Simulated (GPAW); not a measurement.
Crystal: MgH2.

```
Mg H
1.0
     4.47669    0.00000    0.00000
     0.00000    4.47669    0.00000
     0.00000    0.00000    2.99254
Mg H
2 4
Direct
  0.50000 0.50000 0.50000
  0.00000 0.00000 0.00000
  0.69557 0.69557 0.00000
  0.80443 0.19557 0.50000
  0.30443 0.30443 0.00000
  0.19557 0.80443 0.50000
```

The cell is a database's computed one.

Base run:

| Property | Result |
| --- | --- |
| Program | GPAW 26.7.0 |
| Functional | LDA |
| Potentials or basis | the program's PAW data sets (release 1.2.1) made for this functional |
| Cutoff | 800 eV |
| Basis | pw |
| k mesh | 5 × 5 × 7 |
| Occupations | fermi-dirac, width 0.05 eV |
| Spin | no spin polarisation |

Its results: band gap on the k mesh 3.64 eV, indirect (least direct gap 4.53 eV).

Q: The run is repeated on the same cell with these changes: functional from LDA to GLLB-SC. What comes out?

A: Band gap on the k mesh, kohn-sham part alone 5.11 eV, indirect (least direct gap 5.79 eV).

Caveats: the mesh misses the band edges, which the band path finds closer together (some runs); a model potential gives levels but no total energy (some runs); an odd mesh through Γ misses points on the zone boundary, where band edges often lie (some runs).
